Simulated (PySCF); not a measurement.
# C2H10AlNSi (SMILES [CH3][AlH][NH]C[SiH3]) at 4 levels

Aim: a comparison of 4 runs (HF/STO-3G, HF/3-21G, B3LYP/6-31G*, MP2/6-31G**) of C2H10AlNSi. The job is set up through a Python script.

The calculation is run with PySCF 2.14.0.

### 1 The molecule

The species is C2H10AlNSi (15 atoms), meant as a singlet with charge 0. SMILES: `[CH3][AlH][NH]C[SiH3]`. Geometry: relaxed at PBE0-D4/def2-TZVP. This is one conformer, not always the lowest.

Bond lengths: C1–Al2 1.949 Å, Al2–N3 1.776 Å, N3–C4 1.455 Å, C4–Si5 1.887 Å, C1–H6 1.093 Å, C1–H7 1.095 Å, C1–H8 1.095 Å, Al2–H9 1.588 Å, N3–H10 1.010 Å, C4–H11 1.099 Å, C4–H12 1.096 Å, Si5–H13 1.490 Å, Si5–H14 1.491 Å, Si5–H15 1.488 Å. Some angles: C1–Al2–N3 119.6°, Al2–N3–C4 128.2°, N3–C4–Si5 111.2°, C1–Al2–H9 125.0°, N3–Al2–H9 115.4°, Al2–C1–H6 112.6°, Al2–C1–H7 111.1°, Al2–C1–H8 111.0°, Al2–N3–H10 120.0°, C4–N3–H10 111.8°.

### 2 Energy and gradient at HF/STO-3G (run 1)

Contents of calc.py:

```python
from pyscf import gto

system = gto.M(
    atom='''
C     -2.238800     1.277300     1.713100
Al    -1.547900     0.261300     0.200500
N      0.066900    -0.470700     0.299600
C      0.779800    -1.220500    -0.723400
Si     2.338400    -0.309800    -1.274400
H     -1.542700     1.301900     2.555400
H     -3.182500     0.855800     2.073500
H     -2.449800     2.312800     1.427100
H     -2.322900     0.020800    -1.164100
H      0.626100    -0.348200     1.132000
H      1.032000    -2.236900    -0.391300
H      0.129100    -1.347700    -1.595500
H      3.178800    -0.022900    -0.077600
H      3.146300    -1.108400    -2.239700
H      1.965200     0.984500    -1.905800
''',
    spin=0,
    basis='sto-3g',
    verbose=3,
    max_memory=1860,
)

hf = system.RHF()
hf.conv_tol = 1e-10
hf.kernel()
if not hf.converged:
    hf = hf.newton().run(hf.mo_coeff, hf.mo_occ)

e_final = hf.e_tot
print(f'total energy: {e_final:.8f} hartree')
grad = hf.nuc_grad_method().kernel()
dip = hf.dip_moment()
pop, q = hf.mulliken_pop()
```

Command:

```sh
$ OMP_NUM_THREADS=1 python calc.py
```

Standard output:

```text
converged SCF energy = -659.041404109197
total energy: -659.04140411 hartree
--------------- RHF gradients ---------------
         x                y                z
0 C    -0.0041966947     0.0078787336     0.0140926619
1 Al     0.0024438884     0.0119452172     0.0254752659
2 N     0.0501953516    -0.0219837488    -0.0047075261
3 C    -0.0108020976     0.0061006695     0.0156441220
4 Si    -0.0300270509    -0.0134132216     0.0074953678
5 H     0.0065566876    -0.0002792819     0.0065483672
6 H    -0.0089136575    -0.0037165652     0.0020224672
7 H    -0.0025103957     0.0089023816    -0.0036083641
8 H    -0.0221777435    -0.0088606560    -0.0428767211
9 H    -0.0089062191     0.0008525064    -0.0082043943
10 H     0.0008417480    -0.0041040077     0.0006447761
11 H    -0.0017605138    -0.0003270478    -0.0052943868
12 H     0.0188159461     0.0063343069     0.0283765797
13 H     0.0191502057    -0.0186678962    -0.0218662760
14 H    -0.0087094547     0.0293386099    -0.0137419394
----------------------------------------------
Dipole moment(X, Y, Z, Debye): -0.12272, -0.02559,  0.19495
 ** Mulliken pop  **
pop of  0 C 1s            1.99226
pop of  0 C 2s            1.24996
pop of  0 C 2px           1.01261
pop of  0 C 2py           1.04487
pop of  0 C 2pz           1.11652
pop of  1 Al 1s           1.99944
pop of  1 Al 2s           1.98196
pop of  1 Al 3s           0.91819
pop of  1 Al 2px          1.93869
pop of  1 Al 2py          1.93269
pop of  1 Al 2pz          1.94023
pop of  1 Al 3px          0.42846
pop of  1 Al 3py          0.29584
pop of  1 Al 3pz          0.54132
pop of  2 N 1s            1.99516
pop of  2 N 2s            1.52798
pop of  2 N 2px           1.30665
pop of  2 N 2py           1.63932
pop of  2 N 2pz           1.11819
pop of  3 C 1s            1.99230
pop of  3 C 2s            1.21580
pop of  3 C 2px           1.04624
pop of  3 C 2py           0.98782
pop of  3 C 2pz           0.94749
pop of  4 Si 1s           1.99961
pop of  4 Si 2s           1.98742
pop of  4 Si 3s           1.18829
pop of  4 Si 2px          1.96474
pop of  4 Si 2py          1.96484
pop of  4 Si 2pz          1.96454
pop of  4 Si 3px          0.73792
pop of  4 Si 3py          0.75658
pop of  4 Si 3pz          0.75755
pop of  5 H 1s            0.97147
pop of  6 H 1s            0.97226
pop of  7 H 1s            0.97265
pop of  8 H 1s            1.28114
pop of  9 H 1s            0.88121
pop of  10 H 1s           0.96725
pop of  11 H 1s           0.96116
pop of  12 H 1s           1.16845
pop of  13 H 1s           1.16456
pop of  14 H 1s           1.16837
 ** Mulliken atomic charges  **
charge of    0C =     -0.41622
charge of    1Al =      1.02317
charge of    2N =     -0.58730
charge of    3C =     -0.18965
charge of    4Si =      0.67852
charge of    5H =      0.02853
charge of    6H =      0.02774
charge of    7H =      0.02735
charge of    8H =     -0.28114
charge of    9H =      0.11879
charge of   10H =      0.03275
charge of   11H =      0.03884
charge of   12H =     -0.16845
charge of   13H =     -0.16456
charge of   14H =     -0.16837
```

Wall time 7.2 s (1 thread of Intel Xeon at 2.70GHz, shared host); peak memory 0.12 GiB.

### 3 Energy and gradient at HF/3-21G (run 2)

Contents of job.py:

```python
from pyscf import gto, scf

mol = gto.M(
    atom='''
C       -2.238800       1.277300       1.713100
Al      -1.547900       0.261300       0.200500
N        0.066900      -0.470700       0.299600
C        0.779800      -1.220500      -0.723400
Si       2.338400      -0.309800      -1.274400
H       -1.542700       1.301900       2.555400
H       -3.182500       0.855800       2.073500
H       -2.449800       2.312800       1.427100
H       -2.322900       0.020800      -1.164100
H        0.626100      -0.348200       1.132000
H        1.032000      -2.236900      -0.391300
H        0.129100      -1.347700      -1.595500
H        3.178800      -0.022900      -0.077600
H        3.146300      -1.108400      -2.239700
H        1.965200       0.984500      -1.905800
''',
    spin=0,
    basis='3-21g',
    verbose=4,
    charge=0,
    max_memory=1860,
)

myscf = scf.RHF(mol)
myscf.conv_tol = 1e-10
myscf.kernel()
if not myscf.converged:
    myscf = myscf.newton().run(myscf.mo_coeff, myscf.mo_occ)

etot = myscf.e_tot
print('Final energy', etot)
grad = myscf.nuc_grad_method().kernel()
myscf.analyze()
```

Command:

```sh
$ OMP_NUM_THREADS=1 python job.py
```

Standard output:

```text
PySCF version 2.14.0

[... 84 lines left out ...]
Nuclear Repulsion Energy =             262.713710164021109
[... 8 lines left out ...]
MO #3   energy= -15.4478852554237  occ= 2
[... 6 lines left out ...]
MO #10  energy= -4.19157612583186  occ= 2
[... 6 lines left out ...]
MO #17  energy= -0.71494190866803  occ= 2
[... 6 lines left out ...]
MO #24  energy= -0.469134389502733 occ= 2
[... 6 lines left out ...]
MO #31  energy= 0.168737253982709  occ= 0
[... 6 lines left out ...]
MO #38  energy= 0.319888294302079  occ= 0
[... 6 lines left out ...]
MO #45  energy= 0.441224644319781  occ= 0
[... 6 lines left out ...]
MO #52  energy= 0.985209758186957  occ= 0
[... 6 lines left out ...]
MO #59  energy= 1.3306661461764    occ= 0
[... 6 lines left out ...]
MO #66  energy= 1.43864134465613   occ= 0
[... 6 lines left out ...]
MO #73  energy= 2.77211981486249   occ= 0
[... 52 lines left out ...]
pop of  4 Si 4px          0.01360
pop of  4 Si 4py          0.01090
pop of  4 Si 4pz          0.01194
pop of  5 H 1s            0.89410
pop of  5 H 2s            0.00727
pop of  6 H 1s            0.89025
pop of  6 H 2s            0.00716
pop of  7 H 1s            0.89025
pop of  7 H 2s            0.00714
pop of  8 H 1s            1.17378
pop of  8 H 2s            0.00059
pop of  9 H 1s            0.79459
pop of  9 H 2s            0.00917
pop of  10 H 1s           0.90827
pop of  10 H 2s           0.00859
pop of  11 H 1s           0.89702
pop of  11 H 2s           0.00824
pop of  12 H 1s           1.11854
pop of  12 H 2s           0.00118
pop of  13 H 1s           1.11839
pop of  13 H 2s           0.00176
pop of  14 H 1s           1.11413
pop of  14 H 2s           0.00112
 ** Mulliken atomic charges  **
charge of    0C =     -0.59848
charge of    1Al =      0.76768
charge of    2N =     -0.59799
charge of    3C =     -0.26667
charge of    4Si =      0.54700
charge of    5H =      0.09864
charge of    6H =      0.10259
charge of    7H =      0.10261
charge of    8H =     -0.17437
charge of    9H =      0.19624
charge of   10H =      0.08313
charge of   11H =      0.09474
charge of   12H =     -0.11972
charge of   13H =     -0.12015
charge of   14H =     -0.11525
Dipole moment(X, Y, Z, Debye):  0.07253, -0.36275,  0.80403
```

Wall time 4.8 s (1 thread of Intel Xeon at 2.70GHz, shared host); peak memory 0.15 GiB.

Run 3 isn't shown in full; the table further down has it.

### 4 Energy and forces at MP2/6-31G(d,p) (spherical functions) (run 4)

Contents of run.py:

```python
from pyscf import gto, mp

mol = gto.M(
    atom=[
    ('C', (-2.238800, 1.277300, 1.713100)),
    ('Al', (-1.547900, 0.261300, 0.200500)),
    ('N', (0.066900, -0.470700, 0.299600)),
    ('C', (0.779800, -1.220500, -0.723400)),
    ('Si', (2.338400, -0.309800, -1.274400)),
    ('H', (-1.542700, 1.301900, 2.555400)),
    ('H', (-3.182500, 0.855800, 2.073500)),
    ('H', (-2.449800, 2.312800, 1.427100)),
    ('H', (-2.322900, 0.020800, -1.164100)),
    ('H', (0.626100, -0.348200, 1.132000)),
    ('H', (1.032000, -2.236900, -0.391300)),
    ('H', (0.129100, -1.347700, -1.595500)),
    ('H', (3.178800, -0.022900, -0.077600)),
    ('H', (3.146300, -1.108400, -2.239700)),
    ('H', (1.965200, 0.984500, -1.905800)),
],
    charge=0,
    verbose=3,
    max_memory=1860,
    basis='6-31g**',
)

hf = mol.RHF()
hf.conv_tol = 1e-10
hf.kernel()
if not hf.converged:
    hf = hf.newton().run(hf.mo_coeff, hf.mo_occ)

pt = mp.MP2(hf, frozen=13).run()
e_tot = pt.e_tot
print('Final energy', e_tot)
grad = pt.nuc_grad_method().kernel()
hf.analyze()
```

Command:

```sh
$ OMP_NUM_THREADS=1 python run.py
```

Standard output:

```text
converged SCF energy = -666.853709651641
[... 18 lines left out ...]
MO #7   energy= -4.8608724108018   occ= 2
[... 10 lines left out ...]
MO #18  energy= -0.641114322511839 occ= 2
[... 10 lines left out ...]
MO #29  energy= 0.0907715289367759 occ= 0
[... 10 lines left out ...]
MO #40  energy= 0.310849403862035  occ= 0
[... 10 lines left out ...]
MO #51  energy= 0.568091991268764  occ= 0
[... 10 lines left out ...]
MO #62  energy= 0.907053451888726  occ= 0
[... 10 lines left out ...]
MO #73  energy= 1.2056643827618    occ= 0
[... 10 lines left out ...]
MO #84  energy= 1.73445331585208   occ= 0
[... 10 lines left out ...]
MO #95  energy= 2.39357865664262   occ= 0
[... 10 lines left out ...]
MO #106 energy= 2.61161115518624   occ= 0
[... 10 lines left out ...]
MO #117 energy= 3.09644904305569   occ= 0
[... 10 lines left out ...]
MO #128 energy= 3.8754878711908    occ= 0
[... 16 lines left out ...]
Dipole moment(X, Y, Z, Debye): -0.02441, -0.31094,  0.81993
```

It took 98 s on 1 thread of Intel Xeon at 2.70GHz, shared host; peak memory 1.5 GiB.

### 5 Overview of the runs

```
run                               level  integration grid  frozen core orbitals  energy (Eh)  dipole moment (D) of the reference  HOMO energy (eV)  LUMO energy (eV)  wall time
  1                           HF/STO-3G                 –                     –  -659.041404                                0.23             -6.59              9.72      7.2 s
  2                            HF/3-21G                 –                     –  -663.267469                                0.89             -9.26              2.63      4.8 s
  3  B3LYP/6-31G* (spherical functions)                 5                     –  -668.924156                                1.05             -6.14             -0.32       74 s
  4   MP2/6-31G** (spherical functions)                 –                    13  -667.473311                                0.88             -9.42              2.47       98 s
```

### 6 Summary of results

```
                                           quantity          value
                                run 4: total energy  -667.47331 Eh
        run 4: dipole moment (Hartree–Fock density)         0.88 D
         run 4: HOMO energy (Hartree–Fock orbitals)       -9.42 eV
         run 4: LUMO energy (Hartree–Fock orbitals)        2.47 eV
       run 4: HOMO–LUMO gap (Hartree–Fock orbitals)       11.89 eV
run 4: correlation energy (13 core orbitals frozen)     -619.6 mEh
                    run 4: largest force on an atom     0.560 eV/Å
```

What this shows: Over runs 1, 2, 3 the dipole moment (its size) runs from 0.23 D (HF/STO-3G) to 1.05 D (B3LYP/6-31G*). The two ends differ in method and basis. Over runs 1, 2, 3 the HOMO–LUMO gap runs from 5.81 eV (B3LYP/6-31G*) to 16.31 eV (HF/STO-3G). In run 1 the basis is minimal, so the values are rough. All runs together took 3.1 min, the longest 98 s.
